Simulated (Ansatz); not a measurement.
# Br2H: the cost of one run

Computed with Ansatz 0.2.0, Gaussian basis. Level: cc-pVTZ, core rule «outside noble gas», up to 28 orbitals frozen.

Plan: UHF; CCSD(T) on ROHF; CCSD(T) on UHF; BCCD(T) on ROHF; CCSDT(Q) on UHF; CASSCF and MRCISD+Q, 3 electrons in 3 orbitals; CASSCF and NEVPT2, 3 electrons in 3 orbitals; CASSCF and MRCISD+Q, 15 electrons in 9 orbitals; CASSCF and NEVPT2, 15 electrons in 9 orbitals.

1 further run of the same task is left out (it didn't finish).

**1. What is computed**

The geometry derives from fragments relaxed apart (PBE0/def2-TZVP) and kept rigid, so it is no stationary point. A hydrogen atom is moved between rigid fragments. No spin-orbit coupling is included. The filled d shell of Br may be among the frozen orbitals whatever the setting's name suggests; the logs give the count.

3 atoms, charge 0, spin multiplicity 2.

Atoms are counted from 1 here; the program's logs count them from 0.

Bond lengths: H2–Br3 1.530 Å.

**2. UHF**

in.yaml

```yaml
crystal:
  periodic: [false, false, false]
  atoms:
    - {symbol: Br, position_ang: [0.000000, 0.000000, -2.003333]}
    - {symbol: H, position_ang: [0.000000, 0.000000, 0.236667]}
    - {symbol: Br, position_ang: [0.000000, 0.000000, 1.766667]}
basis:
  gaussian: {orbitals: cc-pVTZ}
magnetization: {spin_polarized: true, initial_magnetization: 1}
hamiltonian: {xc: hf}
output: {orbitals: {seedname: orbitals}}
```

Run with:

```console
> ansatz run in.yaml --threads 1 --pin off --events-out ev --progress --plain --max-ram 4096MiB --backend cpu
```

What time and memory should one allow on 1 thread of AMD EPYC 7R13, shared host?

About 14 s, with a peak of 0.27 GiB.
